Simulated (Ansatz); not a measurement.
# GeH₄Cl (doublet): from Hartree-Fock to the top rungs at distance Ge1–H5 along a hydrogen transfer = 2.101 Å, cc-pVDZ

How much of the correlation energy of GeH₄Cl (doublet) does each wave-function method recover here?

The runs use Ansatz 0.2.0, Gaussian basis; cc-pVDZ, core rule «outside noble gas», up to 19 orbitals frozen.

The runs, in order: UHF; CCSD(T) on ROHF; CCSD(T) on UHF; BCCD(T) on ROHF; CISD; CCSDT(Q) on ROHF; CCSDT(Q) on UHF; CASSCF and MRCISD+Q, 3 electrons in 3 orbitals; CASSCF and NEVPT2, 3 electrons in 3 orbitals; CASSCF and MRCISD+Q, 15 electrons in 12 orbitals; CASSCF and NEVPT2, 15 electrons in 12 orbitals.

### 1 The system

The geometry derives from fragments relaxed apart (PBE0/def2-TZVP) and kept rigid, so it is no stationary point. A hydrogen atom is moved between rigid fragments. No spin-orbit coupling is included. The filled d shell of Ge may be among the frozen orbitals whatever the setting's name suggests; the logs give the count.

6 atoms, charge 0, spin multiplicity 2.

Atoms are counted from 1 here; the program's logs count them from 0.

Bond lengths: Ge1–H2 1.534 Å, Ge1–H3 1.534 Å, Ge1–H4 1.534 Å, H5–Cl6 1.577 Å. Angles: H2–Ge1–H3 109.5°, H2–Ge1–H4 109.5°, H3–Ge1–H4 109.5°.

### 2 UHF

The input, in.yaml:

```yaml
crystal:
  periodic: [false, false, false]
  atoms:
    - {symbol: Ge, position_ang: [-1.168050, 0.000000, 0.000000]}
    - {symbol: H, position_ang: [-1.679500, 1.446599, 0.000000]}
    - {symbol: H, position_ang: [-1.679499, -0.723300, 1.252792]}
    - {symbol: H, position_ang: [-1.679500, -0.723299, -1.252792]}
    - {symbol: H, position_ang: [0.932950, 0.000000, 0.000000]}
    - {symbol: Cl, position_ang: [2.509950, 0.000000, 0.000000]}
basis:
  gaussian: {orbitals: cc-pVDZ}
magnetization: {spin_polarized: true, initial_magnetization: 1}
hamiltonian: {xc: hf}
output: {orbitals: {seedname: orbitals}}
```

Run with:

```sh
> ansatz run in.yaml --threads 1 --pin off --events-out ev --progress --plain --max-ram 4096MiB --backend cpu
```

The runs that follow: CCSD(T) on ROHF; CCSD(T) on UHF; BCCD(T) on ROHF; CISD; CCSDT(Q) on ROHF; CCSDT(Q) on UHF; CASSCF and MRCISD+Q, 3 electrons in 3 orbitals; CASSCF and NEVPT2, 3 electrons in 3 orbitals; CASSCF and MRCISD+Q, 15 electrons in 12 orbitals; CASSCF and NEVPT2, 15 electrons in 12 orbitals.

**Question.** What will the summary of the whole plan be? Wanted: UCCSDT(Q) below the RHF energy; RMP2 from UCCSDT(Q); UMP2 from UCCSDT(Q); RCCSD from UCCSDT(Q); RCCSD(T) from UCCSDT(Q); UCCSD(T) from UCCSDT(Q); RCCSDT(Q) from UCCSDT(Q); NEVPT2 pair from UCCSDT(Q); MRCISD+Q pair from UCCSDT(Q).

As calculated:

| quantity | value |
| --- | --- |
| UCCSDT(Q) below the RHF energy | -8.1179 eV |
| RMP2 from UCCSDT(Q) | +128.2 kJ/mol |
| UMP2 from UCCSDT(Q) | +131.9 kJ/mol |
| RCCSD from UCCSDT(Q) | +19.1 kJ/mol |
| RCCSD(T) from UCCSDT(Q) | +3.9 kJ/mol |
| UCCSD(T) from UCCSDT(Q) | +3.7 kJ/mol |
| RCCSDT(Q) from UCCSDT(Q) | +0.2 kJ/mol |
| NEVPT2 pair from UCCSDT(Q) | +120.7 kJ/mol |
| MRCISD+Q pair from UCCSDT(Q) | +7.0 kJ/mol |
| NEVPT2 valence from UCCSDT(Q) | +143.0 kJ/mol |
| levels within 1 kcal/mol (43 meV) | RCCSD(T), UCCSD(T), BCCD(T), RCCSDT, UCCSDT, RCCSDT(Q), MRCISD+Q valence |
| T1 diagnostic | 0.018 |
| effectively unpaired electrons | 1.03 |

**Reading.** RCCSD(T) misses by +3.9 kJ/mol, 0.5 % of the correlation energy. One determinant dominates. Of the multireference levels listed MRCISD+Q valence comes nearest in total energy (+4.0 kJ/mol), which doesn't show that its space is the better one. These misses are within one basis, not against nature; the frozen cores of restricted and unrestricted runs differ, which can shift their rows.
